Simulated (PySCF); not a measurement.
# C₂H₅NO₂Si: runs on many settings, part 2 of 2

PySCF 2.14.0. Atoms count from 0.

## (4) Indirect couplings: wB97X/6-31++G**

What the job is given:

```
{"job": {"kind": "j", "xc": "wB97X", "basis": "6-31++G**", "scf": {"aux": "def2-qzvpp-jkfit", "damp": 0.1}}, "charge": 0, "multiplicity": 1}
C      1.751259    -0.220935     0.226307
O      0.484224    -0.686837    -0.130758
Si    -0.976239    -0.208583     0.385891
O     -2.049279    -1.074934    -0.446848
C     -1.158709     1.627889     0.027058
N     -1.230222     2.752842    -0.175068
H      1.828047     0.857590     0.072607
H      2.482359    -0.728653    -0.403087
H      1.961331    -0.442699     1.274585
H     -1.246511    -0.424906     1.798086
H     -1.840836    -1.448104    -1.299942
```

With the program's defaults for keys left out, this is: wB97X/6-31++G** indirect spin-spin coupling, non-relativistic, gas phase.

Log:

```text
damping 0.10 in the first 6 cycles
final grid: 94616 points
cycle   1  E = -573.7283393064  dE =  8.235e-01  |g| = 8.979e-01  |ddm| = 3.594e+00
cycle   2  E = -573.7473191714  dE = -1.898e-02  |g| = 8.898e-01  |ddm| = 1.807e+00
cycle   3  E = -573.7366704163  dE =  1.065e-02  |g| = 9.145e-01  |ddm| = 1.325e+00
cycle   4  E = -573.6963208019  dE =  4.035e-02  |g| = 9.985e-01  |ddm| = 1.422e+00
cycle   5  E = -573.6345086291  dE =  6.181e-02  |g| = 1.142e+00  |ddm| = 1.546e+00
cycle   6  E = -573.3645942438  dE =  2.699e-01  |g| = 1.565e+00  |ddm| = 2.047e+00
cycle   7  E = -572.9045860955  dE =  4.600e-01  |g| = 2.155e+00  |ddm| = 2.729e+00
cycle   8  E = -573.8939780288  dE = -9.894e-01  |g| = 1.074e-01  |ddm| = 1.529e+00
cycle   9  E = -573.8956844109  dE = -1.706e-03  |g| = 6.965e-02  |ddm| = 1.861e-01
cycle  10  E = -573.8965837655  dE = -8.994e-04  |g| = 1.242e-02  |ddm| = 6.362e-02
cycle  11  E = -573.8966171311  dE = -3.337e-05  |g| = 2.393e-03  |ddm| = 1.703e-02
cycle  12  E = -573.8966188695  dE = -1.738e-06  |g| = 9.770e-04  |ddm| = 4.935e-03
cycle  13  E = -573.8966191070  dE = -2.375e-07  |g| = 4.396e-04  |ddm| = 1.738e-03
cycle  14  E = -573.8966191577  dE = -5.071e-08  |g| = 5.488e-05  |ddm| = 6.907e-04
cycle  15  E = -573.8966191596  dE = -1.962e-09  |g| = 1.771e-05  |ddm| = 2.079e-04
cycle  16  E = -573.8966191598  dE = -1.725e-10  |g| = 5.274e-06  |ddm| = 5.727e-05
converged SCF energy = -573.8966191598

Indirect spin-spin couplings (Hz)
  i      j    bonds     total        FC       PSO       DSO        SD
  0 C    1 O    1      1.036     2.869    -1.696    -0.137         -
  0 C    2 Si   2     -0.815    -1.086     0.245     0.049    -0.024
  0 C    3 O    3     -0.048    -0.178     0.066     0.064         -
  0 C    4 C    3     -0.089    -0.108     0.005     0.014         -
  0 C    6 H    1    140.111   139.107     0.217     0.786         -
  0 C    7 H    1    149.080   148.194     0.152     0.735         -
  0 C    8 H    1    141.113   140.107     0.237     0.769         -
  0 C    9 H    3     -0.186    -0.077     0.086    -0.195         -
  0 C   10 H    4     -0.273    -0.108     0.159    -0.324         -
  1 O    2 Si   1      5.572    10.972    -5.551     0.075     0.076
  1 O    4 C    2     -2.996    -3.029     0.041    -0.008         -
  1 O    5 N    3      0.101     0.147     0.010    -0.015    -0.041
  1 O    6 H    2     -1.384    -0.717    -0.746     0.079         -
  1 O    7 H    2     -7.601    -6.941    -0.713     0.053         -
  1 O    8 H    2     -1.915    -1.270    -0.728     0.083         -
  1 O    9 H    2     -5.841    -6.166     0.116     0.209         -
  1 O   10 H    3     -0.084    -0.089     0.064    -0.060         -
  2 Si   3 O    1      7.859    13.376    -5.836     0.057     0.262
  2 Si   4 C    1    -81.542   -81.688     0.838    -0.160    -0.532
  2 Si   5 N    2      0.126    -1.138     0.839    -0.028     0.453
  2 Si   6 H    3     -1.484    -1.594     0.062     0.046     0.001
  2 Si   7 H    3     -9.975    -9.957    -0.287     0.374    -0.105
  2 Si   8 H    3     -0.301    -0.426     0.062     0.079    -0.016
  2 Si   9 H    1   -247.242  -246.878     0.949    -0.469    -0.844
  2 Si  10 H    2     -0.538    -1.697     0.661     0.551    -0.053
  3 O    4 C    2     -2.707    -2.763     0.052     0.004         -
  3 O    5 N    3      0.240     0.222     0.064    -0.017    -0.029
  3 O    7 H    4      0.158     0.079    -0.096     0.175         -
  3 O    9 H    2    -15.363   -15.552     0.030     0.159         -
  3 O   10 H    1   -105.814   -95.015   -10.289    -0.511         -
  4 C    5 N    1    -16.328   -13.203     1.712    -0.001    -4.836
  4 C    6 H    4      0.410     0.234    -0.167     0.343         -
  4 C    8 H    4      0.211     0.228     0.056    -0.073         -
  4 C    9 H    2     25.838    25.972    -0.098    -0.037         -
  4 C   10 H    3     -1.021    -0.901     0.136    -0.255         -
  5 N    9 H    3     -1.198    -1.102    -0.232     0.140    -0.004
  6 H    7 H    2    -11.199   -10.628     1.982    -2.552         -
  6 H    8 H    2     -9.915    -9.453     1.952    -2.413         -
  6 H    9 H    4     -0.367     0.132     0.393    -0.892         -
  6 H   10 H    5     -0.487    -0.004     0.637    -1.119         -
  7 H    8 H    2    -11.176   -10.587     2.016    -2.606         -
  7 H    9 H    4     -0.692    -0.034     0.918    -1.576         -
  7 H   10 H    5     -0.220    -0.009     0.355    -0.566         -
  8 H    9 H    4      0.292     0.100    -0.271     0.464         -
  8 H   10 H    5     -0.554     0.022     0.823    -1.399         -
  9 H   10 H    3      4.026     5.828     1.873    -3.676         -
```

Wall time 32 s (1 thread of Intel Xeon Platinum 8488C, shared host); peak memory 0.75 GiB.

This basis has no tight s functions, so the Fermi-contact terms are rough.

This run: J(Si2,H9) -247.2 Hz, J(C0,H6) 143.4 Hz, J(O3,H10) -105.8 Hz (means over like pairs).

## (5) J couplings: B97-2/6-311+G(2d,p)

Settings changed since step 4:

```diff
@@ -1,2 +1,2 @@
-{"job": {"kind": "j", "xc": "wB97X", "basis": "6-31++G**", "scf": {"aux": "def2-qzvpp-jkfit", "damp": 0.1}}, "charge": 0, "multiplicity": 1}
+{"job": {"kind": "j", "xc": "B97-2", "basis": "6-311+G(2d,p)", "grid": 1}, "charge": 0, "multiplicity": 1}
 C      1.751259    -0.220935     0.226307
```

Method: B97-2/6-311+G(2d,p) indirect spin-spin coupling, non-relativistic, gas phase.

Log:

```text
final grid: 44616 points
cycle   1  E = -573.8102243104  dE =  7.735e-01  |g| = 1.009e+00  |ddm| = 2.969e+00
cycle   2  E = -573.4211018982  dE =  3.891e-01  |g| = 1.734e+00  |ddm| = 1.690e+00
cycle   3  E = -573.9792792907  dE = -5.582e-01  |g| = 2.479e-01  |ddm| = 1.202e+00
cycle   4  E = -573.9885839474  dE = -9.305e-03  |g| = 1.379e-01  |ddm| = 2.047e-01
cycle   5  E = -573.9925630290  dE = -3.979e-03  |g| = 2.456e-02  |ddm| = 8.714e-02
cycle   6  E = -573.9926858659  dE = -1.228e-04  |g| = 7.831e-03  |ddm| = 2.060e-02
cycle   7  E = -573.9926953173  dE = -9.451e-06  |g| = 2.555e-03  |ddm| = 5.413e-03
cycle   8  E = -573.9926964911  dE = -1.174e-06  |g| = 4.085e-04  |ddm| = 1.884e-03
cycle   9  E = -573.9926965262  dE = -3.511e-08  |g| = 1.023e-04  |ddm| = 4.352e-04
cycle  10  E = -573.9926965284  dE = -2.136e-09  |g| = 3.124e-05  |ddm| = 8.535e-05
cycle  11  E = -573.9926965286  dE = -2.226e-10  |g| = 6.090e-06  |ddm| = 2.932e-05
converged SCF energy = -573.9926965286

Indirect spin-spin couplings (Hz)
  i      j    bonds     total        FC       PSO       DSO        SD
  0 C    1 O    1     14.117    15.731    -1.483    -0.131         -
  0 C    2 Si   2      0.273    -0.026     0.274     0.050    -0.025
  0 C    3 O    3      0.305     0.175     0.066     0.064         -
  0 C    4 C    3     -0.045    -0.062     0.003     0.014         -
  0 C    6 H    1    122.903   121.886     0.210     0.807         -
  0 C    7 H    1    131.528   130.583     0.190     0.755         -
  0 C    8 H    1    122.994   121.950     0.254     0.790         -
  0 C    9 H    3     -0.209    -0.150     0.138    -0.196         -
  0 C   10 H    4     -0.228    -0.152     0.249    -0.325         -
  1 O    2 Si   1    -17.836   -11.278    -6.711     0.074     0.079
  1 O    4 C    2     -2.641    -2.689     0.055    -0.007         -
  1 O    5 N    3     -0.053    -0.000     0.021    -0.015    -0.058
  1 O    6 H    2     -1.097    -0.391    -0.792     0.086         -
  1 O    7 H    2     -8.962    -8.259    -0.757     0.053         -
  1 O    8 H    2     -1.600    -0.905    -0.785     0.090         -
  1 O    9 H    2     -5.768    -6.060     0.080     0.212         -
  1 O   10 H    3     -0.071    -0.087     0.081    -0.065         -
  2 Si   3 O    1    -15.820    -9.176    -6.982     0.055     0.283
  2 Si   4 C    1    -89.555   -90.104     1.303    -0.157    -0.596
  2 Si   5 N    2     -0.961    -2.539     1.055    -0.029     0.551
  2 Si   6 H    3     -1.873    -2.008     0.088     0.046     0.001
  2 Si   7 H    3    -13.925   -13.745    -0.440     0.373    -0.113
  2 Si   8 H    3     -0.400    -0.539     0.075     0.079    -0.016
  2 Si   9 H    1   -269.466  -269.950     1.161    -0.473    -0.203
  2 Si  10 H    2      1.157     0.242     0.400     0.550    -0.035
  3 O    4 C    2     -2.542    -2.611     0.064     0.005         -
  3 O    5 N    3      0.089     0.055     0.091    -0.018    -0.039
  3 O    9 H    2    -17.558   -17.738     0.023     0.158         -
  3 O   10 H    1    -91.177   -79.489   -11.196    -0.492         -
  4 C    5 N    1    -12.785    -9.201     1.430     0.004    -5.019
  4 C    6 H    4      0.266     0.172    -0.248     0.341         -
  4 C    8 H    4      0.173     0.176     0.071    -0.074         -
  4 C    9 H    2     27.509    27.612    -0.063    -0.041         -
  4 C   10 H    3     -1.079    -1.026     0.204    -0.257         -
  5 N    9 H    3     -1.104    -0.916    -0.327     0.141    -0.002
  6 H    7 H    2    -10.993   -10.713     2.237    -2.516         -
  6 H    8 H    2     -9.892    -9.664     2.149    -2.378         -
  6 H   10 H    5     -0.243    -0.008     0.883    -1.118         -
  7 H    8 H    2    -10.768   -10.481     2.282    -2.570         -
  7 H    9 H    4     -0.324    -0.011     1.259    -1.572         -
  8 H    9 H    4      0.191     0.110    -0.384     0.466         -
  8 H   10 H    5     -0.264     0.006     1.126    -1.396         -
  9 H   10 H    3      5.193     6.044     2.819    -3.670         -
```

Run time: 24 s. Hardware: 1 thread of Intel Xeon Platinum 8488C, shared host; peak memory 0.87 GiB.

This basis has no tight s functions, so the Fermi-contact terms are rough.

This run: J(Si2,H9) -269.5 Hz, J(C0,H6) 125.8 Hz, J(O3,H10) -91.2 Hz (means over like pairs).

## (6) Run by run: spin-spin couplings

Couplings (Hz), each a mean over the pairs like the one named, with basis size and wall time:

```csv
run,Si2–H9,C0–H6,O3–H10,Si2–C4,C4–H9,C4–N5,O3–H9,functions,time
revPBE/aug-pcSseg-1,-264.6,147.1,-99.2,-85.3,24.7,-21.8,-15.8,208,42 s
OPBE/IGLO-II,-253.5,116.9,-79.8,-75.7,25.8,-1.5,-17.1,175,28 s
wB97X/6-31++G**,-247.2,143.4,-105.8,-81.5,25.8,-16.3,-15.4,142,32 s
"B97-2/6-311+G(2d,p)",-269.5,125.8,-91.2,-89.6,27.5,-12.8,-17.6,200,24 s
```

## (7) Summary of results

This closing draws on all 2 parts.

| quantity | value |
| --- | --- |
| largest coupling of the table (revPBE/aug-pcSseg-1) | 1J(Si,H) Si2–H9, -264.6 Hz |
| range of J(Si2,H9), mean over like pairs | -269.5 to -247.2 Hz |

**Reading.** Single values in the summary come from the first run of each kind that ended normally (revPBE/aug-pcSseg-1), which need not be the best level. In the run at revPBE/aug-pcSseg-1, the largest coupling of the table is Si2–H9, -264.6 Hz, of which the Fermi-contact term gives -264.7 Hz. Couplings across rotatable bonds belong to this one conformer; where others are populated, the observed values are averages. The coupling Si2–H9, as a mean over pairs of its kind, runs from -269.5 Hz (B97-2/6-311+G(2d,p)) to -247.2 Hz (wB97X/6-31++G**). Couplings from bases without tight functions are rough.
